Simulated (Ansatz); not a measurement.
## AlClFH3Si, SMILES [F][Al]([SiH3])[Cl]: a ladder of methods at one geometry, step by step

With Ansatz's Python interface.

Input file `alclfh3si.xyz`:
```text
7

F    -0.34720   -2.56670    0.92200
Al   -0.75880   -1.03860   -0.04220
Si    0.65460    0.82930    0.07600
Cl   -2.47310   -0.94430   -1.33660
H     2.03510    0.43020   -0.37360
H     0.74840    1.31820    1.47890
H     0.20230    1.90400   -0.77030
```

Notebook, run cell by cell (the value of a cell's last expression is shown):

```python
from pathlib import Path

import ansatz as az
import numpy as np
```

```python
molecule = az.Crystal.molecule_from_extxyz("alclfh3si.xyz")
```

```python
model = molecule.calculation().basis(gaussian="cc-pVDZ")
```

```python
print("functional    E (Ha)        dipole (D)   HOMO (eV)  LUMO (eV)")
for name in ["r2scan0", "blyp", "r2scan", "revpbe", "hse06", "lda"]:
    summary = model.functional(name).forces().orbitals().run(runs_dir="runs").report
    lines = Path(summary["orbitals_path"]).read_text().splitlines()
    field_of = lambda key: [line.split("=")[1].strip() for line in lines if line.startswith(key)]
    orbitals = [(27.211386 * float(e), s, float(n)) for e, s, n in zip(field_of("Ene="), field_of("Spin="), field_of("Occup="))]
    homo = max(e for e, _, n in orbitals if n > 0.5)
    lumo = min(e for e, _, n in orbitals if n < 0.5)
    dipole = 4.803205 * np.linalg.norm(summary["charge_distribution"]["dipole_moment_e_ang"])
    print(f"{name:10s} {summary['free_energy_ev'] / 27.211386246:14.6f} {dipole:9.3f} {homo:11.3f} {lumo:10.3f}")
```

    functional    E (Ha)        dipole (D)   HOMO (eV)  LUMO (eV)
    r2scan0      -1093.744345     2.213      -8.901     -1.870
    blyp         -1093.869159     2.013      -7.263     -2.466
    r2scan       -1093.767786     2.091      -7.784     -2.502
    revpbe       -1093.659483     2.021      -7.406     -2.585
    hse06        -1093.384699     2.203      -8.302     -2.337
    lda          -1089.515356     2.160      -7.534     -2.815

Notes:
- The settings weren't tested for convergence.
- The geometry is a force-field or estimated start, not a minimum of this method, and the basis set is short of its limit. A lower total doesn't mark the better method: functionals have no common bound, and MP2 and coupled cluster aren't variational.
- Levels such as HOMO and LUMO are orbital energies: with these approximate functionals they aren't the ionisation energy and electron affinity, and their gap isn't the fundamental gap.
- For Al to Cl the sets with a tight d function, cc-pV(X+d)Z, are usual.
- hse06 follows the composition of plane-wave codes, whose totals differ by tens of mHa, up to about 0.1 Ha, from the form usual in Gaussian-basis programs (wpbeh).
- Run time: 24 s on 1 thread of Arm Neoverse V1 (shared host), peak memory 0.26 GiB.

(Lines on the test bed's own set-up are left out of the output.)
